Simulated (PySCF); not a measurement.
# C6H5Br: the cost of one run

Computed with PySCF 2.14.0 and routines of our own; the level stands in each step. Atoms count from 0.

### Step 1. The starting structure

12 atoms, charge 0, multiplicity 1; geometry from: GFN2-xTB.

### Step 2. Optimising the geometry at PBE0/def2-SVP

The job: settings as JSON, then the geometry in Å.

```
{"job": {"xc": "PBE0", "basis": "def2-SVP", "grid": 1, "kind": "geom"}, "charge": 0, "multiplicity": 1}
C      1.902875     0.209048     0.773351
C      0.674174     0.089835     0.263241
C     -0.005638     1.039673    -0.620338
C     -1.223823     0.556609    -0.910259
C     -1.373442    -0.720407    -0.224967
Br    -2.935558    -1.763022    -0.346245
C     -0.259948    -1.010622     0.473170
H      2.519332     1.065546     0.557662
H      2.322202    -0.545045     1.417961
H      0.432638     1.959468    -0.957497
H     -1.985443     0.993775    -1.528851
H     -0.066171    -1.875544     1.076743
```

Started as:

```console
OMP_NUM_THREADS=1 python excited_run.py task.json out
```

This one command runs all jobs of the session in turn.

**Question.** How long does this first job take on 1 thread of Arm Neoverse N1, shared host, and how much memory does it need?

About 51 s, with a peak of 0.6 GiB.
